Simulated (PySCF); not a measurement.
# C7H4FN: the cost of one run

Programs: PySCF 2.14.0, with density-fitted response routines of our own. Each step states its level of theory. These are calculated values for one molecule, in the gas phase or a continuum, unless marked as measured. Atoms are numbered from 0 throughout.

## (1) The starting structure

13 atoms, charge 0, multiplicity 1; geometry from: GFN2-xTB. The atoms were then displaced at random by about 0.01 Å, so the start is not that level's minimum.

Bonds of the start (Å): N0–C1 1.17, C1–C2 1.43, C2–C3 1.37, C3–C4 1.42, C4–C5 1.38, C5–C6 1.40, C6–C7 1.39, C7–F8 1.33, C7–C2 1.37, C3–H9 1.06, C4–H10 1.09, C5–H11 1.07, C6–H12 1.08.

## (2) Optimising the geometry at PBE0-D3(BJ)/def2-TZVP

What the job is given:

```
{"job": {"xc": "PBE0", "basis": "def2-TZVP", "d3": "d3bj", "grid": 2, "shake": 0.01, "kind": "geom"}, "charge": 0, "multiplicity": 1}
N      3.597940     0.473440    -0.197600
C      2.440420     0.328680    -0.139340
C      1.025060     0.147770    -0.066960
C      0.227120     1.257890    -0.010680
C     -1.176320     1.069500     0.059030
C     -1.715800    -0.197120     0.092850
C     -0.874740    -1.312710     0.043430
C      0.498820    -1.122070    -0.037370
F      1.280990    -2.199710    -0.063770
H      0.619060     2.244260    -0.018730
H     -1.833000     1.933030     0.117160
H     -2.775080    -0.336360     0.161440
H     -1.308640    -2.303480     0.050210
```

Run with:

```bash
$ OMP_NUM_THREADS=1 python probes_run.py task.json out
```

The driver reads the jobs from task.json and runs them one after another.

Q: Estimate the wall time and peak memory of this first job on 1 thread of Arm Neoverse V1, shared host.

About 6.9 min, with a peak of 1.7 GiB.
